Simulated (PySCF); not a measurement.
Molecule: FCSSeH, in a box.

```
F C S Se H
1.0
    12.00000    0.00000    0.00000
     0.00000   11.00000    0.00000
     0.00000    0.00000   12.00000
F C S Se H
1 1 1 1 1
Direct
  0.43322 0.46452 0.61274
  0.46766 0.48445 0.50920
  0.59717 0.55172 0.50271
  0.38774 0.44536 0.39213
  0.61442 0.55846 0.61354
```

Program: PySCF 2.14.0. Alike in all runs: task atomic charges; potentials or basis def2-svp (all-electron); no spin polarisation; cell as given; k mesh 1 × 1 × 1; smearing fixed.

Task: Order these runs on this cell by their band gap on the k mesh, lowest first.
A. level B3PW91; exxdiv ewald
B. level rSCAN
C. level BLYP+D3(OP); three-body dispersion term no

Result: C (2.59 eV), B (2.91 eV), A (4.20 eV).

Caveats: this is a molecule in a periodic box at the Γ point, so its band gap is the HOMO-LUMO gap; relativity is left out, which matters for the heavier elements; the basis of atomic orbitals isn't converged, which shifts pressures, moduli and gaps.

